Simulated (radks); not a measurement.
**Nuclear size and the levels of Ga**

Aim: how the total energy, the levels and the density at the nucleus of Ga respond when the nuclear radius is scaled.

The numbers are computed with radks (a radial shooting solver on a logarithmic mesh, Libxc functionals) version 1 (Dirac Kohn-Sham, exchange-only LDA, spin-unpolarised, spherical densities, finite nucleus; open shells fill j = l - 1/2 first), except any that are marked as measured or tabulated.

### 1 The atom as given

```
element            : gallium (Z = 31)
charge             : 0
electrons          : 31
configuration      : [Ar] 3d10 4s2 4p1
nuclear rms radius : 3.9973 fm
```

In the logs a row gives level, spin channel, occupation and eigenvalue; Etot, Ekin, Encl (electron-nucleus), Eh (Hartree) and Exc are energies, all in hartree; err is the last residual, it the number of iterations.

### 2 rms radius 3.9973 fm

Input:

```text
Z 31
configuration [Ar] 3d10 4s2 4p1 5s0 4d0
relativity Dirac
functional lda,
spin unpolarised
j_filling energy
nucleus finite rms 3.9973 fm
c 137.035999084
```

Standard output:

```text
1s1/2   1   2.0000        -375.03781248
2s1/2   1   2.0000         -46.22513422
2p1/2   1   2.0000         -40.95891329
2p3/2   1   4.0000         -39.94513338
3s1/2   1   2.0000          -5.36113496
3p1/2   1   2.0000          -3.65978274
3p3/2   1   4.0000          -3.52610220
3d3/2   1   4.0000          -0.67053650
3d5/2   1   6.0000          -0.65357665
4s1/2   1   2.0000          -0.29776641
4p1/2   1   1.0000          -0.07092124
4p3/2   1   0.0000          -0.06687741
5s1/2   1   0.0000          -0.00540012
4d3/2   1   0.0000           0.00019524
4d5/2   1   0.0000           0.00019524
Etot -1938.4424713760584
Ekin 1978.1425345492094
Encl -4684.813942099444
Eh 838.0884024493059
Exc -69.85946627512973
err 2.6058218879945808e-09
it 15
```

The top filled level is 4p1/2, -1.930 eV.

Sizes of the orbitals, from the radial functions (bohr):

```csv
level,occupation,energy (eV),<r>,outermost maximum (interpolated),90 % within,nodes
3p1/2,2,-99.588,0.6729,0.561,1.04,1
3p3/2,4,-95.950,0.6839,0.570,1.06,1
3d3/2,4,-18.246,0.8100,0.529,1.40,0
3d5/2,6,-17.785,0.8166,0.532,1.41,0
4s1/2,2,-8.103,2.356,1.89,3.62,3
4p1/2,1,-1.930,3.522,2.54,5.74,2
4p3/2,0,-1.820,3.605,2.59,5.88,2
5s1/2,0,-0.147,11.44,8.26,18.6,4
```

The radial density on a logarithmic grid:

```csv
r (bohr),4πr²ρ (e/bohr)
0.00162,0.7152
0.00261,1.713
0.00425,4.004
0.00687,8.674
0.0112,17.19
0.0181,28.68
0.0292,37.42
0.0476,35.24
0.0770,30.72
0.124,40.91
0.203,37.90
0.327,21.21
0.533,26.53
0.862,15.31
1.39,4.001
2.27,1.507
3.67,0.4756
5.93,0.07304
9.66,0.004379
```

### 3 rms radius 3.4936 fm

Input: that of step 2 with these lines changed.

```diff
@@ -6,3 +6,3 @@
 j_filling energy
-nucleus finite rms 3.9973 fm
+nucleus finite rms 3.4936 fm
 c 137.035999084
```

Standard output:

```text
1s1/2   1   2.0000        -375.03884910
2s1/2   1   2.0000         -46.22523407
2p1/2   1   2.0000         -40.95890494
2p3/2   1   4.0000         -39.94512450
3s1/2   1   2.0000          -5.36114969
3p1/2   1   2.0000          -3.65978128
3p3/2   1   4.0000          -3.52610066
3d3/2   1   4.0000          -0.67053552
3d5/2   1   6.0000          -0.65357568
4s1/2   1   2.0000          -0.29776720
4p1/2   1   1.0000          -0.07092106
4p3/2   1   0.0000          -0.06687724
5s1/2   1   0.0000          -0.00540018
4d3/2   1   0.0000           0.00019524
4d5/2   1   0.0000           0.00019524
Etot -1938.444908848257
Ekin 1978.1512853060092
Encl -4684.825302545172
Eh 838.0886233477964
Exc -69.85951495689052
err 2.6060393970905023e-09
it 15
```

E − E(step 2, rms radius 3.9973 fm) = -0.066 eV. Highest occupied level: 4p1/2 at -1.930 eV.

### 4 rms radius 3.8374 fm

Input: that of step 3 with these lines changed.

```diff
@@ -6,3 +6,3 @@
 j_filling energy
-nucleus finite rms 3.4936 fm
+nucleus finite rms 3.8374 fm
 c 137.035999084
```

Standard output:

```text
1s1/2   1   2.0000        -375.03815578
2s1/2   1   2.0000         -46.22516729
2p1/2   1   2.0000         -40.95891052
2p3/2   1   4.0000         -39.94513044
3s1/2   1   2.0000          -5.36113984
3p1/2   1   2.0000          -3.65978225
3p3/2   1   4.0000          -3.52610169
3d3/2   1   4.0000          -0.67053618
3d5/2   1   6.0000          -0.65357633
4s1/2   1   2.0000          -0.29776667
4p1/2   1   1.0000          -0.07092118
4p3/2   1   0.0000          -0.06687736
5s1/2   1   0.0000          -0.00540014
4d3/2   1   0.0000           0.00019524
4d5/2   1   0.0000           0.00019524
Etot -1938.4432785892188
Ekin 1978.145428517691
Encl -4684.817700313706
Eh 838.0884756036284
Exc -69.85948239683214
err 2.6060651166993898e-09
it 15
```

E − E(step 2, rms radius 3.9973 fm) = -0.022 eV. 4p1/2 is the highest filled level (-1.930 eV).

### 5 rms radius 4.2531 fm

Input: that of step 4 with these lines changed.

```diff
@@ -6,3 +6,3 @@
 j_filling energy
-nucleus finite rms 3.8374 fm
+nucleus finite rms 4.2531 fm
 c 137.035999084
```

Standard output:

```text
1s1/2   1   2.0000        -375.03723590
2s1/2   1   2.0000         -46.22507868
2p1/2   1   2.0000         -40.95891793
2p3/2   1   4.0000         -39.94513832
3s1/2   1   2.0000          -5.36112676
3p1/2   1   2.0000          -3.65978355
3p3/2   1   4.0000          -3.52610306
3d3/2   1   4.0000          -0.67053704
3d5/2   1   6.0000          -0.65357719
4s1/2   1   2.0000          -0.29776597
4p1/2   1   1.0000          -0.07092134
4p3/2   1   0.0000          -0.06687751
5s1/2   1   0.0000          -0.00540009
4d3/2   1   0.0000           0.00019524
4d5/2   1   0.0000           0.00019524
Etot -1938.441115618596
Ekin 1978.1376818580372
Encl -4684.807637861619
Eh 838.0882795831649
Exc -69.85943919817969
err 2.6056524327063297e-09
it 15
```

E − E(step 2, rms radius 3.9973 fm) = +0.037 eV. The top filled level is 4p1/2, -1.930 eV.

### 6 rms radius 4.7088 fm

Input: that of step 5 with these lines changed.

```diff
@@ -6,3 +6,3 @@
 j_filling energy
-nucleus finite rms 4.2531 fm
+nucleus finite rms 4.7088 fm
 c 137.035999084
```

Standard output:

```text
1s1/2   1   2.0000        -375.03612556
2s1/2   1   2.0000         -46.22497174
2p1/2   1   2.0000         -40.95892686
2p3/2   1   4.0000         -39.94514783
3s1/2   1   2.0000          -5.36111099
3p1/2   1   2.0000          -3.65978512
3p3/2   1   4.0000          -3.52610471
3d3/2   1   4.0000          -0.67053809
3d5/2   1   6.0000          -0.65357823
4s1/2   1   2.0000          -0.29776512
4p1/2   1   1.0000          -0.07092153
4p3/2   1   0.0000          -0.06687769
5s1/2   1   0.0000          -0.00540003
4d3/2   1   0.0000           0.00019524
4d5/2   1   0.0000           0.00019524
Etot -1938.438504820529
Ekin 1978.128361371412
Encl -4684.795522115033
Eh 838.0880429798935
Exc -69.85938705680158
err 2.6054301527738123e-09
it 15
```

Energy against step 2 (rms radius 3.9973 fm): +0.108 eV. Highest occupied level: 4p1/2 at -1.930 eV.

### 7 Summary of results

```csv
rms radius (fm),total energy shift (eV),density at nucleus (e/bohr³),1s1/2 shift (meV),2s1/2 shift (meV),2p1/2 shift (meV),3s1/2 shift (meV),3p1/2 shift (meV)
3.4936,-0.0663,2.833e+04,-28.2,-2.72,0.227,-0.401,0.0398
3.8374,-0.0220,2.817e+04,-9.34,-0.900,0.0752,-0.133,0.0132
3.9973,0,2.81e+04,0,0,0,0,0
4.2531,0.0369,2.8e+04,15.7,1.51,-0.126,0.223,-0.0221
4.7088,0.108,2.783e+04,45.9,4.42,-0.369,0.652,-0.0647
```

In words: Shifts are against the first run. Over the range the 1s1/2 level moves by 0.0741 eV and the 3p1/2 level by -0.104 meV. A larger nucleus binds the 1s electrons less and lowers the density at its centre. These are shifts of eigenvalues, not the field shifts of spectral lines.
